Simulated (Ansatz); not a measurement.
## EuIr₂, space group Fd-3m: a single point from a YAML input, step by step

With Ansatz 0.2.0 through its Python package.

`euir2.yaml`
```yaml
crystal:
  lattice:
    - [0.0, 3.817068, 3.817068]
    - [3.817068, 0.0, 3.817068]
    - [3.817068, 3.817068, 0.0]
  atoms:
    - { symbol: Eu, position: [0.75, 0.75, 0.75], spin: 4.9 }
    - { symbol: Eu, position: [0.5, 0.5, 0.5], spin: -4.9 }
    - { symbol: Ir, position: [0.125, 0.625, 0.125] }
    - { symbol: Ir, position: [0.125, 0.125, 0.625] }
    - { symbol: Ir, position: [0.625, 0.125, 0.125] }
    - { symbol: Ir, position: [0.125, 0.125, 0.125] }
magnetization:
  spin_polarized: true
kpoints:
  mp_grid: { grid: [5, 5, 5] }
hamiltonian:
  xc: lda
scf:
  occupations: { method: cold, width: 0.15 }
basis:
  ecutwfc: "470 eV"
output:
  stress: true
  eigenvalues: true
```

Run as a notebook:

```python
import json
import warnings

import ansatz
import numpy as np
```

```python
warnings.simplefilter("ignore", ansatz.DeckWarning)
```

```python
planned = ansatz.Session.from_deck("euir2.yaml").plan(threads=1, pin="off")
result = planned.execute()
rep = result.report
```

    

```python
[(site.symbol, site.position_frac.round(4).tolist()) for site in result.lattice.sites]
```

    [(<Element.EU: 'Eu'>, [0.75, 0.75, 0.75]), (<Element.EU: 'Eu'>, [0.5, 0.5, 0.5]),
     (<Element.IR: 'Ir'>, [0.125, 0.625, 0.125]), (<Element.IR: 'Ir'>, [0.125, 0.125, 0.625]),
     (<Element.IR: 'Ir'>, [0.625, 0.125, 0.125]), (<Element.IR: 'Ir'>, [0.125, 0.125, 0.125])]

```python
type(result).__name__, type(rep).__name__
```

    ('RunOutcome', 'dict')

```python
rep["n_kpoints"], rep["n_symmetry_ops"], rep["n_pw"]
```

    (10, 24, 2637)

```python
print(f"free energy      {rep['free_energy_ev']:.5f} eV")
print(f"per atom         {rep['free_energy_ev'] / len(result.lattice.sites):.5f} eV")
print(f"SCF iterations   {rep['n_iterations']}  (converged: {rep['converged']})")
```

    free energy      -63787.98945 eV
    per atom         -10631.33157 eV
    SCF iterations   21  (converged: True)

```python
gap = None if "band_edges_ev" not in rep else rep["band_edges_ev"][1] - rep["band_edges_ev"][0]
print("gap on the k mesh:", "withheld (metal, or smearing too wide to tell)" if gap is None else f"{gap:.3f} eV")
print("lowest empty less highest filled band, by band count:", round(rep["gap_by_band_count_ev"], 3), "eV")
```

    gap on the k mesh: withheld (metal, or smearing too wide to tell)
    lowest empty less highest filled band, by band count: -0.527 eV

```python
fermi = rep["fermi_energy_ev"]
print("levels less the Fermi level (eV) at the first k-points")
for k, levels in list(zip(rep["kpoints_frac"], rep["eigenvalues_ev"]))[:3]:
    print("k = ({:.3f}, {:.3f}, {:.3f})".format(*k))
    print("   ", " ".join(f"{e - fermi:.3f}" for e in levels))

# pressure is a third of the trace
sigma = rep["stress_gpa"]
voigt = [sigma[0][0], sigma[1][1], sigma[2][2], sigma[1][2], sigma[0][2], sigma[0][1]]
print("stress xx yy zz yz xz xy (GPa):", " ".join(f"{s:.3f}" for s in voigt))
print("P =", round(10 * float(np.mean(voigt[:3])), 2), "kbar")

print("site moments (muB):", [round(m, 2) for m in rep["site_moments_mub"]])
print("electrons up, down:", [round(n, 3) for n in rep["spin_occupation_sums"]])
```

    levels less the Fermi level (eV) at the first k-points
    k = (0.000, 0.000, 0.000)
        -91.844 -91.796 -91.796 -91.796 -49.266 -48.805 -48.805 -48.805 -48.601 -48.601 -48.423 -48.423 -48.423 -48.359 -48.359 -48.359 -40.752 -37.982 -19.581 -19.581 -19.581 -17.471 -17.471 -17.471 -8.468 -5.662 -5.475 -5.475 -5.475 -4.053 -4.053 -3.315 -3.315 -3.315 -0.879 -0.879 -0.879 -0.628 -0.628 -0.628 -0.436 -0.436 -0.359 -0.157 -0.157 -0.157 -0.120 -0.120 -0.120 -0.059 -0.059 0.906 0.906 0.906 1.250 2.221 2.221 2.221 3.648 3.648 3.648 4.041 4.041 4.041 4.124 4.204 4.204 4.204
    k = (0.000, 0.000, 0.200)
        -91.841 -91.799 -91.796 -91.796 -49.225 -48.806 -48.789 -48.789 -48.591 -48.591 -48.467 -48.432 -48.432 -48.376 -48.376 -48.359 -40.751 -37.982 -19.584 -19.584 -19.584 -17.488 -17.462 -17.462 -8.050 -5.408 -5.256 -5.256 -5.204 -3.908 -3.908 -3.597 -3.295 -3.295 -1.409 -1.231 -1.231 -1.040 -1.040 -0.720 -0.615 -0.615 -0.612 -0.299 -0.299 -0.287 -0.147 -0.147 -0.094 -0.065 0.148 0.148 0.946 1.182 1.182 2.220 2.508 2.508 3.443 3.443 3.846 4.068 4.090 4.118 4.118 4.177 4.177 4.866
    k = (0.000, 0.000, 0.400)
        -91.834 -91.806 -91.796 -91.796 -49.147 -48.808 -48.762 -48.762 -48.553 -48.553 -48.550 -48.480 -48.480 -48.395 -48.395 -48.359 -40.749 -37.983 -19.600 -19.589 -19.589 -17.494 -17.449 -17.449 -7.217 -4.955 -4.884 -4.884 -4.344 -4.076 -3.415 -3.415 -3.067 -3.067 -2.607 -2.554 -2.160 -2.160 -1.814 -1.814 -0.841 -0.720 -0.720 -0.363 -0.330 -0.330 -0.273 -0.206 -0.206 -0.013 -0.013 -0.003 1.439 1.827 1.827 2.220 2.650 2.650 3.505 3.505 3.771 4.110 4.128 4.128 4.162 4.224 4.224 4.843
    stress xx yy zz yz xz xy (GPa): -10.079 -10.079 -10.079 -0.000 0.000 0.000
    P = -100.79 kbar
    site moments (muB): [6.51, -6.51, 0.0, 0.0, 0.0, 0.0]
    electrons up, down: [51.0, 51.0]

```python
keep = ["free_energy_ev", "energy_sigma0_ev", "fermi_energy_ev", "n_iterations", "converged", "magnetization_mub", "n_kpoints"]
with open("euir2.json", "w") as handle:
    json.dump({key: rep[key] for key in keep}, handle, indent=1)
```

`euir2.json`, as written:
```json
{
 "free_energy_ev": -63787.98944737487,
 "energy_sigma0_ev": -63788.02256911772,
 "fermi_energy_ev": 19.25304684242808,
 "n_iterations": 21,
 "converged": true,
 "magnetization_mub": 0.00014701058038468773,
 "n_kpoints": 10
}
```

Reading the output:
- Total energies depend on the potentials; only differences at equal settings carry meaning.
- Open f shells: without a Hubbard U, without spin-orbit coupling, without spin; the state reached hangs on the start and needn't be the lowest.
- The computed bands are complete only to about 4.2 eV above the Fermi level.
- For a metal this k-point mesh is coarse: on a finer one energies can move by several to tens of meV an atom and pressures by half a GPa or more, differences at one mesh by less.
- A gap by band count of zero or less means overlapping bands, a metal.
- At these settings the cell as given stands under about -10 GPa, so it isn't at this functional's equilibrium volume.
- The structure comes from a database of computed cells and needn't be a stable or known phase.
- Gaps and levels are Kohn-Sham values on a finite set of k-points, without spin-orbit coupling.
- Run time: 26 s on 1 thread of Intel(R) Xeon(R) 6975P-C (Granite Rapids), on a shared host, peak memory 0.59 GiB.

(Lines on the test bed's own set-up are left out of the output.)
